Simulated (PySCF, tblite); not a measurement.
# C₇H₁₃ radical: geometry, infrared bands and EPR parameters

What infrared bands and EPR parameters should C₇H₁₃ radical (`C[CH]C1CCCC1`) show?

Programs: tblite 0.8.0 and PySCF 2.14.0, with density-fitted response routines of our own. Each step states its level of theory. These are calculated values for one molecule in the gas phase, unless marked as measured. Atoms are numbered from 0 throughout.

## (1) The molecule as given

20 atoms, charge 0, multiplicity 2; geometry from: force field or distance geometry start.

Bonds of the start (Å): C0–C1 1.50, C1–C2 1.48, C2–C3 1.52, C3–C4 1.52, C4–C5 1.54, C5–C6 1.53, C6–C2 1.53, C0–H7 1.10, C0–H8 1.09, C0–H9 1.10, C1–H10 1.09, C2–H11 1.10, C3–H12 1.11, C3–H13 1.10, C4–H14 1.11, C4–H15 1.10, C5–H16 1.09, C5–H17 1.09, C6–H18 1.10, C6–H19 1.09.

## (2) Optimising the geometry with GFN2-xTB

The job: settings as JSON, then the geometry in Å.

```
{"job": {"kind": "relax", "xc": "GFN2-xTB", "basis": "xTB"}, "charge": 0, "multiplicity": 2}
C      2.832400     0.184300     0.252100
C      1.642600    -0.523100    -0.324300
C      0.325400     0.147600    -0.352400
C     -0.440100     0.088900     0.961400
C     -1.894200     0.361300     0.604800
C     -2.025500     0.052800    -0.897100
C     -0.667800    -0.503200    -1.325000
H      2.888100     1.215800    -0.123000
H      3.751200    -0.333100    -0.026500
H      2.759500     0.214100     1.349000
H      1.705000    -1.605800    -0.443300
H      0.445800     1.198000    -0.646700
H     -0.365700    -0.916500     1.427200
H     -0.057700     0.801300     1.700200
H     -2.146400     1.422300     0.785800
H     -2.579300    -0.246200     1.208900
H     -2.831200    -0.648000    -1.096300
H     -2.239600     0.970500    -1.445300
H     -0.668400    -1.595000    -1.203400
H     -0.439400    -0.275400    -2.361900
```

On the command line:

```
> OMP_NUM_THREADS=1 python probes_run.py task.json out
```

This one command runs all jobs of the session in turn.

**Question.** This job is followed by: GFN2-xTB harmonic vibrations, gas phase; UKS B3LYP, pcH-1 on C H, non-relativistic, mean-field spin-orbit, GIAO. What will the session give for the following? strongest single infrared mode (GFN2-xTB); zero-point energy (GFN2-xTB); g(iso) (B3LYP); ⟨S²⟩; largest a(iso) (averaged by class); potential on the surface of density 0.002 e/bohr³, 1st and 99th percentile.

The runs gave:

| quantity | value |
| --- | --- |
| strongest single infrared mode (GFN2-xTB) | 3000 cm⁻¹, 139 km/mol |
| zero-point energy (GFN2-xTB) | 112.8 kcal/mol |
| g(iso) (B3LYP) | 2.00259 |
| ⟨S²⟩ | 0.754 (exact 0.75) |
| largest a(iso) (averaged by class) | 13C on C1, 88.9 MHz |
| potential on the surface of density 0.002 e/bohr³, 1st and 99th percentile | -0.38 V and 0.50 V |

**Reading.** The optimisation took 88 steps and gained 0.068 eV; among the close pairs (by a distance rule), C2–C3 changed most, from 1.522 to 1.545 Å. The lowest mode is slightly imaginary (10i cm⁻¹), a soft motion within the noise of the Hessian, so the minimum is not strictly shown. Unscaled tight-binding wavenumbers are off by several per cent, some by more. Its intensities can rank the bands wrongly. Most of the unpaired spin sits on C1 (1.03 e). The isotropic g lies 0.3 ppt above the free-electron value. These values are for one conformer; the search (at its own cheap level) found 1 more, at 0.53 kcal/mol, and measured spectra average over such forms.
